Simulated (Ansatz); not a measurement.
# HfOs: the cost of one run

Program: Ansatz 0.2.0. Level of theory: DFT LDA, frozen-core PAW, scalar-relativistic unless said. These are calculated values, not measurements.

1 further run of the same task is left out (set aside as unsound or not needed).

## 1. The system as given

It takes space group Pm-3m (No. 221, cubic). Conventional cell: a = 3.239 Å, b = 3.239 Å, c = 3.239 Å, α = 90.00°, β = 90.00°, γ = 90.00°. Hf (site symmetry m-3m) is surrounded by 8 Os at 2.81 Å. Around Os (site symmetry m-3m) lie 8 Hf at 2.81 Å.

Structure file:

```cif
data_structure
_symmetry_space_group_name_H-M 'P 1'
_symmetry_Int_Tables_number 1
_cell_length_a 3.2390
_cell_length_b 3.2390
_cell_length_c 3.2390
_cell_angle_alpha 90.000
_cell_angle_beta 90.000
_cell_angle_gamma 90.000
_cell_volume 33.98
loop_
_atom_site_label
_atom_site_type_symbol
_atom_site_fract_x
_atom_site_fract_y
_atom_site_fract_z
_atom_site_occupancy
Hf1 Hf 0.00000 0.00000 0.00000 1
Os1 Os 0.50000 0.50000 0.50000 1
```

Cartesian axes are those of the input's lattice vectors. The structure goes back to a database entry.

## 2. Cell and atoms relaxed, PAW

input.yaml

```yaml
crystal:
  lattice:
    - [3.239, 0.0, 0.0]
    - [0.0, 3.239, 0.0]
    - [0.0, 0.0, 3.239]
  atoms:
    - { symbol: Hf, position: [0.0, 0.0, 0.0] }
    - { symbol: Os, position: [0.5, 0.5, 0.5] }
kpoints:
  mp_grid: { grid: [14, 14, 14] }
scf:
  occupations: { method: fermi_dirac, width: 0.08 }
hamiltonian:
  xc: lda
  pseudopotentials: { kind: paw }
relax:
  f_tol: 0.002
  max_steps: 80
  cell: {}
output:
  forces: true
  stress: true
```

Run with:

```bash
$ ansatz run input.yaml --threads 1 --pin off --max-ram 2560MiB --backend cpu --events-out ev --progress --plain --runs-dir out
```

What time and memory should one allow on 1 thread of Intel Xeon Platinum 8488C (Sapphire Rapids), shared host?

About 27 s, with a peak of 0.44 GiB.
